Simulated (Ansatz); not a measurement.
# CH₅AlOSi: single points with varied inputs, part 2 of 2

Ansatz 0.2.0, Gaussian basis; the settings change from run to run. Earlier steps stand in the parts before.

## (6) B3LYP5/def2-mTZVP

Options: charge -1, multiplicity 2.

Contents of in.yaml:

```yaml
crystal:
  periodic: [false, false, false]
  atoms:
    - {symbol: Si, position_ang: [-0.720450, 1.472409, -1.271468]}
    - {symbol: Al, position_ang: [0.124765, -0.254643, 0.221324]}
    - {symbol: C, position_ang: [0.613090, -1.571720, 1.486359]}
    - {symbol: O, position_ang: [1.506162, -1.260799, 0.354230]}
    - {symbol: H, position_ang: [-2.011426, 1.024321, -1.859030]}
    - {symbol: H, position_ang: [-0.961320, 2.718552, -0.495907]}
    - {symbol: H, position_ang: [0.243041, 1.756410, -2.366848]}
    - {symbol: H, position_ang: [0.236762, -2.595013, 1.460546]}
    - {symbol: H, position_ang: [1.057877, -1.335816, 2.453793]}
basis:
  gaussian: {orbitals: def2-mTZVP}
total_charge: -1
magnetization: {spin_polarized: true, initial_magnetization: 1}
hamiltonian: {xc: {name: B3LYP5}}
```

Run with:

```bash
$ ansatz run in.yaml --threads 2 --pin off --events-out ev --progress --plain --max-ram 4352MiB
```

Output:

```text
Functional definition: B3LYP5
  name "B3LYP5"
  cite "Stephens, Devlin, Chabalowski & Frisch, J. Phys. Chem. 98, 11623 (1994) doi:10.1021/j100096a001"
  cite "Becke, Phys. Rev. A 38, 3098 (1988) doi:10.1103/PhysRevA.38.3098"
  cite "Lee, Yang & Parr, Phys. Rev. B 37, 785 (1988) doi:10.1103/PhysRevB.37.785"
  cite "Vosko, Wilk & Nusair, Can. J. Phys. 58, 1200 (1980) doi:10.1139/p80-159"
  parameter a0 = 0.2
  parameter ax = 0.72
  parameter ac = 0.81
  exchange = (1 - a0 - ax)*slater_x + ax*b88_x + a0*exact_x
  correlation = (1 - ac)*vwn5_c + ac*lyp_c
944 factors; integrals over basis functions are off by at most 9.7e-4 eV
mean field evaluation 1: about -17632.5735 eV, gradient 2.7e1 eV
mean field evaluation 2: about -17620.7802 eV, gradient 5.2e1 eV
mean field evaluation 4: about -17636.0627 eV, gradient 5.2e0 eV
mean field evaluation 8: about -17636.2221 eV, gradient 6.3e-1 eV
mean field evaluation 16: about -17636.6157 eV, gradient 5.9e-2 eV
mean field evaluation 32: about -17636.3250 eV, gradient 2.8e0 eV
mean field -17636.61428049 eV, -648.1336202814 hartree, gradient 7.5e-6 eV, S^2 0.755014; 3 other end points of the search recorded, 0 dependent functions left out
reference -17636.61455990 eV, -648.1336305497 hartree; 24, 23 occupied and 78, 79 virtual orbitals, 944 factors
Total energy: -17636.61455990 eV, -648.1336305497 hartree
```

Wall time 6.5 s (2 threads of Arm Neoverse V1, shared host); peak memory 0.4 GiB.

⟨S²⟩ 0.755.

## (7) B2GP-PLYP/aug-cc-pVDZ

Options: relativity set to scalar.

in.yaml: that of step 6 with these lines changed.

```diff
@@ -13,5 +13,4 @@
 basis:
-  gaussian: {orbitals: def2-mTZVP}
-total_charge: -1
-magnetization: {spin_polarized: true, initial_magnetization: 1}
-hamiltonian: {xc: {name: B3LYP5}}
+  gaussian: {orbitals: aug-cc-pVDZ}
+hamiltonian: {xc: {name: B2GP-PLYP}, pseudopotentials: {relativity: scalar}}
+output: {forces: true}
```

Same command.

Output:

```text
Functional definition: B2GP-PLYP
  name "B2GP-PLYP"
  cite "Karton, Tarnopolsky, Lamère, Schatz & Martin, J. Phys. Chem. A 112, 12868 (2008) doi:10.1021/jp801805p"
  cite "Becke, Phys. Rev. A 38, 3098 (1988) doi:10.1103/PhysRevA.38.3098"
  cite "Lee, Yang & Parr, Phys. Rev. B 37, 785 (1988) doi:10.1103/PhysRevB.37.785"
  parameter a = 0.65
  parameter c = 0.36
  exchange = (1 - a)*b88_x + a*exact_x
  correlation = (1 - c)*lyp_c + c*(mp2_os + mp2_ss)
1427 factors; integrals over basis functions are off by at most 8.2e-4 eV
mean field evaluation 1: about -17641.4633 eV, gradient 5.2e1 eV
mean field evaluation 2: about -17641.5234 eV, gradient 5.2e1 eV
mean field evaluation 4: about -17647.8020 eV, gradient 8.0e0 eV
mean field evaluation 8: about -17647.9563 eV, gradient 5.5e-1 eV
mean field evaluation 16: about -17647.9579 eV, gradient 1.5e-4 eV
mean field -17647.95787999 eV, -648.5504898742 hartree, gradient 8.2e-6 eV, S^2 0.000000; 0 other end points of the search recorded, 0 dependent functions left out
12 core orbitals not correlated: weight in the atoms' cores, before any rotation towards them, 1.000 or more for the frozen orbitals, at most 0.000 for the correlated occupied ones
reference -17647.95804733 eV, -648.5504960237 hartree; 11, 11 occupied and 122, 122 virtual orbitals, 1427 factors
second order -16.45340678 eV of doubles, -0.00000000 eV of singles
the calculation of the forces begins
Total energy: -17653.88127377 eV, -648.7681705806 hartree
Relativity: scalar
Atom 0 at    -0.720450     1.472409    -1.271468 Å, force    -0.031487     0.058645    -0.048301 eV/Å
Atom 1 at     0.124765    -0.254643     0.221324 Å, force    -0.756351     0.702958    -0.265975 eV/Å
Atom 2 at     0.613090    -1.571720     1.486359 Å, force    -0.273880    -0.223126     0.510290 eV/Å
Atom 3 at     1.506162    -1.260799     0.354230 Å, force     1.032469    -0.412877    -0.330638 eV/Å
Atom 4 at    -2.011426     1.024321    -1.859030 Å, force    -0.030017    -0.012247    -0.011785 eV/Å
Atom 5 at    -0.961320     2.718552    -0.495907 Å, force    -0.005486     0.027941     0.019959 eV/Å
Atom 6 at     0.243041     1.756410    -2.366848 Å, force     0.024828    -0.003702    -0.014628 eV/Å
Atom 7 at     0.236762    -2.595013     1.460546 Å, force    -0.052594    -0.179866    -0.017738 eV/Å
Atom 8 at     1.057877    -1.335816     2.453793 Å, force     0.092518     0.042274     0.158815 eV/Å
Dipole moment:    -0.466933     0.377222    -0.091145 e Å
```

Run time: 14 s. Hardware: 2 threads of Arm Neoverse V1, shared host; peak memory 0.54 GiB.

Largest force 1.160 eV/Å, dipole 2.92 D.

## (8) wB97M-V/def2-TZVPD

Set apart from the defaults: density fitting with cc-pVTZ-jkfit.

in.yaml: that of step 7 with these lines changed.

```diff
@@ -13,4 +13,4 @@
 basis:
-  gaussian: {orbitals: aug-cc-pVDZ}
-hamiltonian: {xc: {name: B2GP-PLYP}, pseudopotentials: {relativity: scalar}}
+  gaussian: {orbitals: def2-TZVPD, fitting: {mean_field: cc-pVTZ-jkfit}}
+hamiltonian: {xc: {name: wB97M-V}}
 output: {forces: true}
```

Same command.

Output:

```text
Functional definition: wB97M-V
  name "wB97M-V"
  cite "Mardirossian & Head-Gordon, J. Chem. Phys. 144, 214110 (2016) doi:10.1063/1.4952647"
  cite "Becke, J. Chem. Phys. 107, 8554 (1997) doi:10.1063/1.475007"
  cite "Vydrov & Van Voorhis, J. Chem. Phys. 133, 244103 (2010) doi:10.1063/1.3521275"
  # Of w^i u^j: cxij and so on, Table III.
  parameter omega = 0.3/bohr
  parameter cx = 0.15
  parameter cx01 = 1.007
  parameter cx10 = 0.259
  parameter css00 = 0.443
  parameter css04 = -1.437
  parameter css10 = -4.535
  parameter css20 = -3.390
  parameter css43 = 4.278
  parameter cos00 = 1.000
  parameter cos10 = 1.358
  parameter cos20 = 2.924
  parameter cos21 = -8.812
  parameter cos60 = -1.390
  parameter cos61 = 9.142
  parameter b = 6.0
  parameter c = 0.01
  gx(w, u) = 1 - cx + cx01*u + cx10*w
  gss(w, u) = css00 + css04*u^4 + css10*w + css20*w^2 + css43*w^4*u^3
  gos(w, u) = cos00 + cos10*w + (cos20 + cos21*u)*w^2 + (cos60 + cos61*u)*w^6
  exchange = spin_sum(e_x_unif_sr(omega)*gx(b97_w, b97_u_x)) + cx*exact_x_sr(omega) + exact_x_lr(omega)
  correlation = spin_sum(e_c_pw_mod_same_spin*gss(b97_w, b97_u_same))
      + integral(e_c_pw_mod_opposite_spin*gos(b97_w_opposite, b97_u_opposite)) + vv10(b, c)
550 factors; integrals over basis functions are off by at most 6.9e-1 eV
550 factors; integrals over basis functions are off by at most 6.6e-4 eV
mean field evaluation 1: about -17631.3646 eV, gradient 5.7e1 eV
mean field evaluation 2: about -17619.1106 eV, gradient 9.8e1 eV
mean field evaluation 4: about -17638.3489 eV, gradient 5.5e0 eV
mean field evaluation 8: about -17638.4254 eV, gradient 6.4e-2 eV
mean field evaluation 16: about -17638.4254 eV, gradient 2.1e-5 eV
mean field -17638.42544425 eV, -648.2001793221 hartree, gradient 2.1e-5 eV, S^2 0.000000; 0 other end points of the search recorded, 0 dependent functions left out
the calculation of the forces begins
reference -17638.42551795 eV, -648.2001820305 hartree; 23, 23 occupied and 185, 185 virtual orbitals, 550 factors
Total energy: -17638.42551795 eV, -648.2001820305 hartree
Atom 0 at    -0.720450     1.472409    -1.271468 Å, force    -0.041905     0.055625    -0.036975 eV/Å
Atom 1 at     0.124765    -0.254643     0.221324 Å, force    -0.005177     0.055312    -0.066519 eV/Å
Atom 2 at     0.613090    -1.571720     1.486359 Å, force    -0.230356    -0.035734     0.237098 eV/Å
Atom 3 at     1.506162    -1.260799     0.354230 Å, force     0.167376     0.035288    -0.183401 eV/Å
Atom 4 at    -2.011426     1.024321    -1.859030 Å, force     0.138112     0.045769     0.064493 eV/Å
Atom 5 at    -0.961320     2.718552    -0.495907 Å, force     0.026225    -0.133986    -0.080777 eV/Å
Atom 6 at     0.243041     1.756410    -2.366848 Å, force    -0.099957    -0.044075     0.131870 eV/Å
Atom 7 at     0.236762    -2.595013     1.460546 Å, force     0.058402     0.065613     0.009637 eV/Å
Atom 8 at     1.057877    -1.335816     2.453793 Å, force    -0.012721    -0.043812    -0.075426 eV/Å
Dipole moment:    -0.479270     0.392239    -0.100041 e Å
```

Wall time 16 s (2 threads of Arm Neoverse V1, shared host); peak memory 0.54 GiB.

Largest force 0.332 eV/Å, dipole 3.01 D.

## (9) revPBE0/def2-SVP

Options: D3(BJ) dispersion.

in.yaml: that of step 8 with these lines changed.

```diff
@@ -13,4 +13,4 @@
 basis:
-  gaussian: {orbitals: def2-TZVPD, fitting: {mean_field: cc-pVTZ-jkfit}}
-hamiltonian: {xc: {name: wB97M-V}}
+  gaussian: {orbitals: def2-SVP}
+hamiltonian: {xc: {name: revPBE0}, dispersion: d3bj}
 output: {forces: true}
```

Same command.

Output:

```text
Functional definition: revPBE0
  name "revPBE0"
  cite "Zhang & Yang, Phys. Rev. Lett. 80, 890 (1998) doi:10.1103/PhysRevLett.80.890"
  cite "Adamo & Barone, J. Chem. Phys. 110, 6158 (1999) doi:10.1063/1.478522"
  cite "Perdew, Burke & Ernzerhof, Phys. Rev. Lett. 77, 3865 (1996) doi:10.1103/PhysRevLett.77.3865"
  parameter a = 0.25
  parameter kappa = 1.245
  parameter beta = 0.06672455060314922
  exchange = (1 - a)*pbe_x(kappa = kappa, mu = beta*pi^2/3) + a*exact_x
  correlation = pbe_c(beta = beta)
859 factors; integrals over basis functions are off by at most 1.2e-3 eV
mean field evaluation 1: about -17620.6373 eV, gradient 5.3e1 eV
mean field evaluation 2: about -17542.6237 eV, gradient 1.7e2 eV
mean field evaluation 4: about -17627.0497 eV, gradient 1.5e1 eV
mean field evaluation 8: about -17627.6220 eV, gradient 7.8e-1 eV
mean field evaluation 16: about -17627.6240 eV, gradient 1.2e-4 eV
mean field -17627.62400209 eV, -647.8032336440 hartree, gradient 1.7e-5 eV, S^2 0.000000; 0 other end points of the search recorded, 0 dependent functions left out
the calculation of the forces begins
reference -17627.62403974 eV, -647.8032350277 hartree; 23, 23 occupied and 66, 66 virtual orbitals, 859 factors
Total energy: -17627.95256004 eV, -647.8153079260 hartree
Atom 0 at    -0.720450     1.472409    -1.271468 Å, force     0.039284    -0.090212     0.082388 eV/Å
Atom 1 at     0.124765    -0.254643     0.221324 Å, force    -0.437741     0.478514    -0.245050 eV/Å
Atom 2 at     0.613090    -1.571720     1.486359 Å, force     0.164739     0.071868    -0.225668 eV/Å
Atom 3 at     1.506162    -1.260799     0.354230 Å, force     0.320502    -0.283973     0.094223 eV/Å
Atom 4 at    -2.011426     1.024321    -1.859030 Å, force    -0.136826    -0.049381    -0.057116 eV/Å
Atom 5 at    -0.961320     2.718552    -0.495907 Å, force    -0.026981     0.128275     0.085365 eV/Å
Atom 6 at     0.243041     1.756410    -2.366848 Å, force     0.107870     0.022063    -0.110449 eV/Å
Atom 7 at     0.236762    -2.595013     1.460546 Å, force    -0.147026    -0.340235     0.028452 eV/Å
Atom 8 at     1.057877    -1.335816     2.453793 Å, force     0.116179     0.063082     0.347856 eV/Å
Dipole moment:    -0.427587     0.334834    -0.070197 e Å
```

Wall time 1.8 s (2 threads of Arm Neoverse V1, shared host); peak memory 0.4 GiB.

Largest force 0.693 eV/Å, dipole 2.63 D.

## (10) The runs in one table

```tsv
level	charge	multiplicity	geometry	functions	energy (eV)	time
wPBEh/pcseg-2	0	1	scaled	198	-17630.454	5.5 s
PBE-QIDH/aug-pcseg-2	0	1	relaxed	307	-17625.481	80 s
wPBEh/def2-TZVPD	0	1	shaken	208	-17628.865	5.5 s
r2SCAN0/def2-TZVPP	0	1	relaxed	216	-17636.968	8 s
B3LYP5/def2-mTZVP	-1	2	relaxed	102	-17636.615	6.5 s
B2GP-PLYP/aug-cc-pVDZ	0	1	relaxed	145	-17653.881	14 s
wB97M-V/def2-TZVPD	0	1	relaxed	208	-17638.426	16 s
revPBE0/def2-SVP	0	1	relaxed	89	-17627.953	1.8 s
```

## (11) Outcome

The summary covers parts 1 to 2.

| quantity | value |
| --- | --- |
| runs | 8 |
| quickest | revPBE0/def2-SVP, 1.8 s |
| slowest | PBE-QIDH/aug-pcseg-2, 80 s |
| spread of total energies, same state and geometry | 28.4 eV |
| dipole, same state and geometry | 2.63 to 3.01 D |

PBE-QIDH/aug-pcseg-2 took 44 times as long as revPBE0/def2-SVP. The jobs differ in tasks and options as well as level. The totals spread over 28 eV; they can't be compared across methods or bases. Some of these runs are scalar-relativistic and others not, which shifts the totals of all-electron atoms past neon by eV; core potentials, where a basis has them, take the core out of the total altogether. At the PBE0-D4/def2-TZVP geometry and in the same state, runs without warnings or point charges leave forces up to 1.16 eV/Å (B2GP-PLYP/aug-cc-pVDZ), against 6.7 eV/Å where the atoms were moved. At that geometry and state the dipole changes by 15 % between the lowest and highest value.
